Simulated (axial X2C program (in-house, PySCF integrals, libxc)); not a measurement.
# TeGa⁻: from the state search to constants

Aim: find the lowest determinant of TeGa⁻, scan the bond at several levels and fit the constants, once spin-free and once with spin–orbit coupling.

Method: all-electron X2C, Te dyall-acv3z, Ga dyall-acv3z; program: an in-house X2C program for linear molecules on PySCF integrals.

All values are calculated.

## (1) The job

task.json

```json
{"zs": [52, 31], "q": -1, "bas": ["dyall-acv3z", "dyall-acv3z"], "levels": ["PBE0", "HF", "PBE"], "cc": true, "r0": 2.45, "thr": -1.0, "nmax": 90, "npts": 10, "nst": 2, "ntry": 6}
```

Keys: zs atomic numbers; q charge; bas basis sets; levels methods (HF also brings MP2); cc coupled cluster on or off; r0 starting distance in Å; thr threshold in hartree for freezing inner shells (an s shell follows its p shell); nmax most natural virtual spinors; npts points asked for on the curve; nst determinants followed; ntry starts of the search.

Started as:

```
$ python so2c.py task.json out
```

Spin-free means the one-electron spin-free X2C Hamiltonian; two-component (2c) means X2C with spin–orbit coupling and atomic mean-field two-electron Coulomb and Gaunt terms. Basis: Te dyall-acv3z contracted to [12s13p9d5f1g], Ga dyall-acv3z contracted to [10s10p8d5f1g]; Gaussian nuclei, density fitting. Masses: Te 129.906 u, Ga 68.926 u.

Notation: σ, π±, δ± give the projection m of an orbital's angular momentum (0, ±1, ±2), α and β its spin, Λ and M_S the sums; ω is the projection of a spinor's total angular momentum and Ω the sum. Logs are in hartree.

The results follow Hamiltonian by Hamiltonian and level by level.

## (2) State search with PBE0

Determinants are compared with PBE0 at 2.450 Å.

Spin-free determinants:

```json
{"ΔE (eV)": "0.00", "state": "M_S = 0, Λ = 0", "open shells": "closed shell"}
{"ΔE (eV)": "2.20", "state": "M_S = 1, Λ = 1", "open shells": "beyond closed shells: σα, π+α"}
{"ΔE (eV)": "2.44", "state": "M_S = 0, Λ = 1", "open shells": "beyond closed shells: σα, π+β"}
{"ΔE (eV)": "2.76", "state": "M_S = 1, Λ = 0", "open shells": "beyond closed shells: π+α, π+β, 2 × π-α"}
{"ΔE (eV)": "2.76", "state": "M_S = 1, Λ = 2", "open shells": "beyond closed shells: 2 × π+α, π+β, π-α"}
{"ΔE (eV)": "2.85", "state": "M_S = 1, Λ = 0", "open shells": "beyond closed shells: 2 × σα"}
{"ΔE (eV)": "3.24", "state": "M_S = 1, Λ = 1", "open shells": "beyond closed shells: σα, π+α, π+β, π-α"}
```

Two-component determinants:

```tsv
ΔE (eV)	state	open shells
0.00	Ω = 0	closed shell
2.22	Ω = 2	excess of +ω over −ω: ω = 1/2, ω = 3/2
2.32	Ω = 1	excess of +ω over −ω: 2 × ω = 1/2
2.42	Ω = 1	excess of +ω over −ω: ω = -1/2, ω = 3/2
2.52	Ω = 1	excess of +ω over −ω: ω = -1/2, ω = 3/2
2.59	Ω = 3	excess of +ω over −ω: 2 × ω = 3/2
2.60	Ω = 2	excess of +ω over −ω: ω = 1/2, ω = 3/2
```

## (3) PBE0, spin-free

State followed: M_S = 0, Λ = 0 (closed shell). The scan is laid around 2.487 Å, a first estimate of the minimum, and this SCF restarts from the orbitals of the search.

The SCF at the reference distance of 2.487 Å:

```text
spin-free X2C-1e  PBE0
basis functions 264  fitting functions 1402  grid points 5800
iter        total energy     max residual
   1      -8734.582578199     1.61e+01
   2      -8735.606823085     1.40e+01
   3      -8736.216542950     1.13e+01
   4      -8737.057177545     4.15e+00
   5      -8737.182687164     1.21e+00
   6      -8737.221377394     5.29e-01
   7      -8737.257632403     2.56e-01
   8      -8737.265366895     3.19e-01
   9      -8737.272790463     2.06e-01
  10      -8737.273870931     1.40e-02
  11      -8737.274415647     4.86e-02
  12      -8737.274551416     8.20e-03
  13      -8737.274590808     1.53e-02
  14      -8737.274598672     7.36e-03
  15      -8737.274600791     3.03e-03
  16      -8737.274601229     6.85e-04
  17      -8737.274601288     2.89e-04
  18      -8737.274601299     1.50e-04
  19      -8737.274601301     4.75e-05
  20      -8737.274601301     1.05e-05
converged
one-electron -12734.35555962  Coulomb 3907.49290041  exact exchange -62.34816512  xc functional -191.06082723  nuclear repulsion 342.99705026
```

Along the bond, energies from the lowest point:

| R (Å) | E (eV) | μ (D) | HOMO (eV) | LUMO (eV) | iterations |
| --- | --- | --- | --- | --- | --- |
| 2.263 | 0.3143 | -0.83 | -0.74 | 2.48 | 35 |
| 2.338 | 0.1204 | -0.40 | -0.83 | 2.46 | 31 |
| 2.412 | 0.0231 | 0.03 | -0.90 | 2.44 | 30 |
| 2.487 | 0.0000 | 0.46 | -0.96 | 2.42 | 20 |
| 2.574 | 0.0433 | 0.95 | -1.01 | 2.39 | 28 |
| 2.661 | 0.1422 | 1.43 | -0.95 | 2.36 | 26 |
| 2.773 | 0.3251 | 2.02 | -0.84 | 2.31 | 26 |

Dipoles are positive if Ga is the positive end and refer to the centre of mass.

Outer orbitals at the reference distance:

```tsv
symmetry	occupied	ε (eV)	atomic character
δ+α	yes	-17.31	100% Ga d
δ-α	yes	-17.31	100% Ga d
σα	yes	-17.22	99% Ga d
π-α	yes	-17.19	100% Ga d
π+α	yes	-17.19	100% Ga d
σα	yes	-10.83	69% Te s, 10% Ga p, 9% Ga s
σα	yes	-5.16	51% Ga s, 32% Te p, 7% Te s
π-α	yes	-1.15	74% Te p, 16% Ga p, 6% Ga d
π+α	yes	-1.15	74% Te p, 16% Ga p, 6% Ga d
σα	yes	-0.96	41% Te p, 36% Ga p, 15% Ga s
σα	no	2.42	91% Ga p, 6% Ga s
π+α	no	2.45	90% Ga p, 5% Ga d, 2% Te p
π-α	no	2.45	90% Ga p, 5% Ga d, 2% Te p
σα	no	2.77	83% Ga s, 8% Te p, 6% Ga p
```

PBE0 fields in the half plane through the axis: z from -2.4 to 4.8 Å across, distance from the axis 0.15 to 2.25 Å upwards; Te lies at z = 0 and Ga at z = 2.487 Å; the ELF is damped to zero where the density is low.

log10 density (e/bohr³). Ten even steps from '0' (-3.77 ) to '9' (1.83 ):
```
0001111222211111111110000
0011222222222222222111100
0112223333332222222221110
1122333444333333333322211
1123344444443333443332211
1223344555444444554433221
1223445676544446765443221
1233456797654457886443321
```

ELF. Ten even steps from '0' (0.01 ) to '9' (0.96 ):
```
0001244555543100012232100
0013456666654211124566531
0134677777765322346788763
1246778777776422346899986
1356787555676422224799998
2467763222366421112589999
2467742676246313662279999
2467734575426317265269999
```

Re = 2.477 Å, ωe = 251.4 cm⁻¹, ωexe = 0.493 cm⁻¹, Be = 0.06101 cm⁻¹, De = 3.41 eV, μ = 0.41 D.

## (4) HF, spin-free

The SCF at the reference distance of 2.487 Å:

```text
spin-free X2C-1e  HF
basis functions 264  fitting functions 1402  grid points 5800
iter        total energy     max residual
   1      -8733.258269443     3.44e-01
   2      -8733.296338805     1.28e-02
   3      -8733.297659438     1.92e-02
   4      -8733.298251018     4.32e-03
   5      -8733.298285539     6.16e-04
   6      -8733.298294606     9.79e-04
   7      -8733.298295952     1.00e-04
   8      -8733.298296140     8.41e-05
   9      -8733.298296158     2.39e-05
  10      -8733.298296161     2.31e-06
converged
one-electron -12733.64409295  Coulomb 3906.92190005  exact exchange -249.57315352  xc functional 0.00000000  nuclear repulsion 342.99705026
```

Re = 2.490 Å, ωe = 256.1 cm⁻¹, ωexe = 0.476 cm⁻¹, Be = 0.06039 cm⁻¹, De = 2.17 eV, μ = 0.89 D.

## (5) PBE, spin-free

The SCF at the reference distance of 2.487 Å:

```text
spin-free X2C-1e  PBE
basis functions 264  fitting functions 1402  grid points 5800
iter        total energy     max residual
   1      -8737.185968015     1.18e-01
   2      -8737.189925130     1.48e-02
   3      -8737.191172172     1.35e-02
   4      -8737.191414025     8.54e-03
   5      -8737.191434878     7.88e-03
   6      -8737.191526930     2.10e-04
   7      -8737.191527467     9.16e-05
   8      -8737.191527520     6.49e-05
   9      -8737.191527548     1.46e-05
  10      -8737.191527550     5.19e-06
converged
one-electron -12733.49591494  Coulomb 3906.57074333  exact exchange 0.00000000  xc functional -253.26340620  nuclear repulsion 342.99705026
```

Re = 2.505 Å, ωe = 237.7 cm⁻¹, ωexe = 0.506 cm⁻¹, Be = 0.05967 cm⁻¹, De = 3.53 eV, μ = 0.31 D.

## (6) Correlated methods, spin-free

Correlated methods: 10 electrons correlated (frozen shells, counted by type: Te 4 s, 3 p, 2 d; Ga 3 s, 2 p, 1 d), 372 virtual spinors in MP2, 88 natural virtuals in coupled cluster.

Output of the correlated part at 2.487 Å:

```text
correlated 10  virtual 372  natural virtual 88  E(MP2) -0.201257787  MP2 remainder -0.009472205
iter   CCSD correlation   residual
   1     -0.204048456   1.38e-01
   2     -0.210531467   5.66e-02
   3     -0.212419565   2.46e-02
   4     -0.212439531   8.02e-03
   5     -0.212484535   2.95e-03
   6     -0.212484957   1.21e-03
   7     -0.212486486   3.30e-04
   8     -0.212488926   9.55e-05
   9     -0.212488089   2.87e-05
  10     -0.212488152   9.60e-06
  11     -0.212488029   3.01e-06
  12     -0.212488030   1.02e-06
(T) -0.012515220  T1 0.0306  D1 0.0437  max T2 0.053
```

T1 in the output is the amplitude norm over the root of the electron number; divide by √2 for the Lee–Taylor value.

MP2: Re = 2.497 Å, ωe = 253.0 cm⁻¹, Be = 0.06006 cm⁻¹, De = 3.47 eV.

CCSD: Re = 2.498 Å, ωe = 252.9 cm⁻¹, ωexe = 0.493 cm⁻¹, Be = 0.06001 cm⁻¹, De = 3.22 eV. T1 at Re = 0.022 (Lee–Taylor, the printed value over √2).

CCSD(T): Re = 2.507 Å, ωe = 247.9 cm⁻¹, ωexe = 0.508 cm⁻¹, Be = 0.05957 cm⁻¹, De = 3.38 eV. T1 at Re = 0.022 (Lee–Taylor, the printed value over √2).

## (7) A higher determinant, spin-free

State: M_S = 1, Λ = 1 (beyond closed shells: σα, π+α).

Output at the reference distance:

```text
spin-free X2C-1e  PBE0
basis functions 264  fitting functions 1402  grid points 5800
iter        total energy     max residual
   1      -8734.551250982     1.59e+01
   2      -8735.519382360     1.39e+01
   3      -8736.156368608     1.12e+01
   4      -8736.988571973     3.46e+00
   5      -8737.082873953     1.02e+00
   6      -8737.157213454     5.95e-01
   7      -8737.177952320     2.70e-01
   8      -8737.187817246     1.70e-01
   9      -8737.191933534     2.32e-01
  10      -8737.193093984     4.74e-02
  11      -8737.193711195     5.71e-02
  12      -8737.193981097     1.95e-02
  13      -8737.194096032     2.21e-02
  14      -8737.194118881     2.18e-02
  15      -8737.194130560     7.01e-03
  16      -8737.194133158     2.73e-03
  17      -8737.194133819     1.81e-03
  18      -8737.194133998     8.48e-04
  19      -8737.194134032     2.54e-04
  20      -8737.194134041     1.84e-04
  21      -8737.194134044     4.96e-05
  22      -8737.194134044     6.10e-05
  23      -8737.194134044     1.83e-05
converged
one-electron -12731.63031903  Coulomb 3904.81552291  exact exchange -62.34406234  xc functional -191.03232584  nuclear repulsion 342.99705026
```

| R (Å) | E above the lowest PBE0 point (eV) |
| --- | --- |
| 2.263 | 2.531 |
| 2.338 | 2.342 |
| 2.412 | 2.236 |
| 2.487 | 2.190 |
| 2.574 | 2.188 |
| 2.661 | 2.222 |
| 2.773 | 2.297 |

Re = 2.533 Å, ωe = 189.6 cm⁻¹, ωexe = 1.23 cm⁻¹, Be = 0.05837 cm⁻¹, μ = -2.07 D. Te = 2.18 eV.

## (8) The spin-free curves together

Energy (eV) of the followed determinant, spin-free, from each level's lowest point:

| R (Å) | PBE0 | HF | MP2 | CCSD | CCSD(T) | PBE |
| --- | --- | --- | --- | --- | --- | --- |
| 2.263 | 0.314 | 0.371 | 0.388 | 0.391 | 0.410 | 0.372 |
| 2.338 | 0.120 | 0.152 | 0.163 | 0.164 | 0.178 | 0.160 |
| 2.412 | 0.023 | 0.036 | 0.041 | 0.042 | 0.049 | 0.043 |
| 2.487 | 0.000 | 0.000 | 0.000 | 0.000 | 0.000 | 0.000 |
| 2.574 | 0.043 | 0.035 | 0.028 | 0.028 | 0.019 | 0.019 |
| 2.661 | 0.142 | 0.131 | 0.118 | 0.116 | 0.099 | 0.093 |
| 2.773 | 0.325 | 0.315 | 0.294 | 0.292 | 0.262 | 0.244 |

(Part 1 of 2 ends here.)
